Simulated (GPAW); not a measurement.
RhN:

```
Rh N
1.0
     2.66640    0.00000    0.00000
     0.00000    2.66640    0.00000
     0.00000    0.00000    2.66640
Rh N
1 1
Direct
  0.00000 0.00000 0.00000
  0.50000 0.50000 0.50000
```

The cell comes from a database or a generator and needn't be the stable form of this composition.

| Property | Result |
| --- | --- |
| Program | GPAW 26.7.0 |
| Task | relaxation of cell and atoms |
| Functional | PBE |
| Potentials or basis | GPAW PAW data sets (gpaw-data 1.2.1) |
| Cutoff | 800 eV |
| Basis | pw |
| k mesh | 10 × 10 × 10 |
| Occupations | fermi-dirac, width 0.05 eV |
| Spin | no spin polarisation |

At the start: pressure 17.3 GPa; volume 9.48 Å³/atom.

Problem. Where does the relaxation end?

Solution. Over 4 steps the energy falls by 30.0 meV/atom and the volume is 10.03 Å³/atom (+5.8 %); space group Pm-3m (No. 221, to 0.05 Å).

Step by step:
```tsv
step	energy change (eV)	largest force (eV/Å)	pressure (GPa)	volume (Å³)
1	0.0000	0.0000	17.26	18.96
2	-0.0370	0.0000	10.06	19.38
3	-0.0597	0.0000	0.69	20.01
4	-0.0600	0.0000	0.04	20.06
```

Final structure:
```xyz
2
Lattice="2.7172 0.0000 0.0000 0.0000 2.7172 0.0000 0.0000 0.0000 2.7172" Properties=species:S:1:pos:R:3 pbc="T T T"
Rh    0.0000    0.0000    0.0000
N     1.3586    1.3586    1.3586
```

Caveat: later steps reuse the first step's grids.
